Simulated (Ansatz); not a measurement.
**GaSn3 (Fm-3m): convergence test of the plane-wave cutoff from a Python script**

How high a cutoff does GaSn3 (Fm-3m) need? Wanted for GaSn3 (Fm-3m): a convergence test of the plane-wave cutoff.

Program: Ansatz 0.2.0 through its Python package. Level of theory: DFT r2SCAN, plane waves, PAW. These are calculated values, not measurements.

## Step 1: The structure

It takes space group Fm-3m (No. 225, cubic). The conventional cell has a = 7.412 Å, b = 7.412 Å, c = 7.412 Å, α = 90.00°, β = 90.00°, γ = 90.00°. Ga (site symmetry m-3m) has 8 Sn at 3.21 Å in its first shell of neighbours. Sn (site symmetry -43m) has 4 Ga at 3.21 Å and 4 Sn at 3.21 Å in its first shell of neighbours. Around Sn (site symmetry m-3m) lie 8 Sn at 3.21 Å.

No structure file is read: the coordinates are typed or built in the script.

## Step 2: The code

gasn3_ecut.py reads:

```python
"""Convergence of GaSn3 with the plane-wave cutoff."""

import ansatz as az
import pandas as pd


def main() -> None:
    cell = (
        az.Lattice.fcc(7.411914)
        .space_group(225)
        .atom("Ga", (0.0, 0.0, 0.0))
        .atom("Sn", (0.25, 0.75, 0.75))
        .atom("Sn", (0.5, 0.0, 0.0))
        .primitive()
    )

    base = (
        cell.calculation()
        .functional("r2scan")
        .kpoints(spacing=0.29)
        .occupations("Fermi-Dirac", width=150 * az.meV)
    )

    rows = []
    for value in [250, 325, 400, 475]:
        rep = base.basis(value).run(threads=1).report
        rows.append((value, rep["free_energy_ev"] / len(rep["lattice"]["sites"]), rep["n_iterations"], rep["n_pw"]))

    table = pd.DataFrame(rows, columns=["cutoff (eV)", "F/atom (eV)", "iterations", "plane waves"])
    print(table.round(5).to_string(index=False))

    # differences from the last row
    for row in rows[:-1]:
        shift = 1000 * (row[1] - rows[-1][1])
        print(f"{row[0]}: {shift:+.2f} meV/atom" + ("  (within 5 meV)" if abs(shift) < 5 else ""))


if __name__ == "__main__":
    main()
```

## Step 3: The calls as engine input

The engine receives this input (first run):

```yaml
crystal:
  lattice:
    bravais: fcc
    a: 7.411914
  space_group: 225
  atoms:
    - { symbol: Ga, position: [0.0, 0.0, 0.0] }
    - { symbol: Sn, position: [0.25, 0.75, 0.75] }
    - { symbol: Sn, position: [0.5, 0.0, 0.0] }
  reduce_to_primitive: true
basis:
  ecutwfc: 250.0
kpoints:
  mp_grid:
    kspacing: 0.29
hamiltonian:
  xc: r2scan
scf:
  occupations:
    method: fermi_dirac
    width: 0.15
```

## Step 4: Launch

The run is started by

```bash
$ python gasn3_ecut.py
```

Log:

```text
DeckWarning: basis.ecutwfc = 250 eV is below the records' recommended 500 eV, and the density's cutoff is lower with it unless basis.ecutrho_ratio is high enough to keep the records' density cutoff: compare with a run at a higher cutoff
DeckWarning: basis.ecutwfc = 325 eV is below the records' recommended 500 eV, and the density's cutoff is lower with it unless basis.ecutrho_ratio is high enough to keep the records' density cutoff: compare with a run at a higher cutoff
DeckWarning: basis.ecutwfc = 400 eV is below the records' recommended 500 eV, and the density's cutoff is lower with it unless basis.ecutrho_ratio is high enough to keep the records' density cutoff: compare with a run at a higher cutoff
DeckWarning: basis.ecutwfc = 475 eV is below the records' recommended 500 eV, and the density's cutoff is lower with it unless basis.ecutrho_ratio is high enough to keep the records' density cutoff: compare with a run at a higher cutoff
 cutoff (eV)  F/atom (eV)  iterations  plane waves
         250  -5475.58130           8          941
         325  -5476.26836           7         1363
         400  -5476.28101           7         1837
         475  -5476.28304           7         2421
250: +701.74 meV/atom
325: +14.69 meV/atom
400: +2.04 meV/atom  (within 5 meV)
```

(Warnings from the package without file and line.)

It took 26 s on 1 thread of Arm Neoverse V1, shared host; peak memory 0.69 GiB.

## Step 5: What changed from run to run

The engine's inputs for the other runs:

Run 2, against run 1:

```diff
@@ -12 +12 @@
-  ecutwfc: 250.0
+  ecutwfc: 325.0
```

Run 3, against run 1:

```diff
@@ -12 +12 @@
-  ecutwfc: 250.0
+  ecutwfc: 400.0
```

Run 4, against run 1:

```diff
@@ -12 +12 @@
-  ecutwfc: 250.0
+  ecutwfc: 475.0
```

## Step 6: The runs side by side

One row for each of the 4 runs:

| run | cutoff (eV) | energy from run 4 (meV/atom) | SCF cycles | CPU time (s) |
| --- | --- | --- | --- | --- |
| 1 | 250 | 701.74 | 8 | 3.6 |
| 2 | 325 | 14.69 | 7 | 5.2 |
| 3 | 400 | 2.04 | 7 | 6.6 |
| 4 | 475 | 0.00 | 7 | 8.1 |

Energies are free energies F = E - TS of the smeared occupations. 

## Step 7: What came out

```
                              quantity           value
                         runs compared               4
       last run but one, from the last  +2.04 meV/atom
within 5 meV/atom of the last run from             400
```

What this shows: Runs 1, 2, 3, 4: each has a cutoff under the recommended one; the sweep itself shows how far that matters. From cutoff 400 eV on it stays within 5 meV/atom of the last run, but not within 1. The energy falls with every larger basis, as the variational principle has it. What to keep in mind:
- For a metal this k-point mesh is coarse: on a finer one energies can move by several to tens of meV an atom and pressures by half a GPa or more, differences at one mesh by less.
- The smearing is wide enough that free energy and stress hold a thermal part of the electrons.
- This cell is a computed structure, which may not be the phase found in nature.
- Shifts are counted from the last row, which is itself no proven limit.
